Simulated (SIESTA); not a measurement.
**Zr2O under changes of volume**

One of the cells (19.712 Å³/atom); the others are scaled copies at fixed shape and fractional positions:

```xyz
6
Lattice="4.9086 0.0000 0.0000 0.0000 4.9086 0.0000 0.0000 0.0000 4.9086" Properties=species:S:1:pos:R:3 pbc="T T T"
Zr    3.6815    3.6815    3.6815
Zr    1.2272    3.6815    1.2272
Zr    3.6815    1.2272    1.2272
Zr    1.2272    1.2272    3.6815
O     2.4543    2.4543    2.4543
O     0.0000    0.0000    0.0000
```

The cell comes from a database or a generator and needn't be the stable form of this composition.

| Property | Result |
| --- | --- |
| Program | SIESTA 5.4.2 |
| Functional | PBEsol |
| Potentials or basis | PseudoDojo 0.4 standard (PBEsol files) |
| Basis | DZP (energy shift 0.003 Ry; two zetas on semicore shells) |
| Grid cutoff | 800 Ry |
| Energy shift | 0.003 Ry |
| k mesh | 6 × 6 × 6 |
| Occupations | fermi-dirac, width 0.05 eV |
| Spin | no spin polarisation |

```csv
volume (Å³/atom),energy over the lowest point (meV/atom),pressure (GPa)
18.166,8.58,5.0
18.553,0.66,1.8
18.939,0.00,-1.1
19.712,17.82,-6.0
20.099,?,?
20.485,57.20,-10.1
```

Problem. What does the run at 20.099 Å³/atom give?

Solution. Energy over the lowest point 35.08 meV/atom; pressure -8.1 GPa.

Worked out: A Birch-Murnaghan fit of order 3 (a polynomial in V^(-2/3)) to the other rows has its minimum at 18.78 Å³/atom with B0 = V·E''(V) = 138 GPa and B' = 3.9. It gives 35.10 meV/atom at 20.099 Å³/atom, against the run's 35.08, and -dE/dV = -8.2 GPa, against -8.1.

Energies are extrapolated to zero smearing.

Caveats: the basis of atomic orbitals isn't converged, which shifts pressures, moduli and gaps.
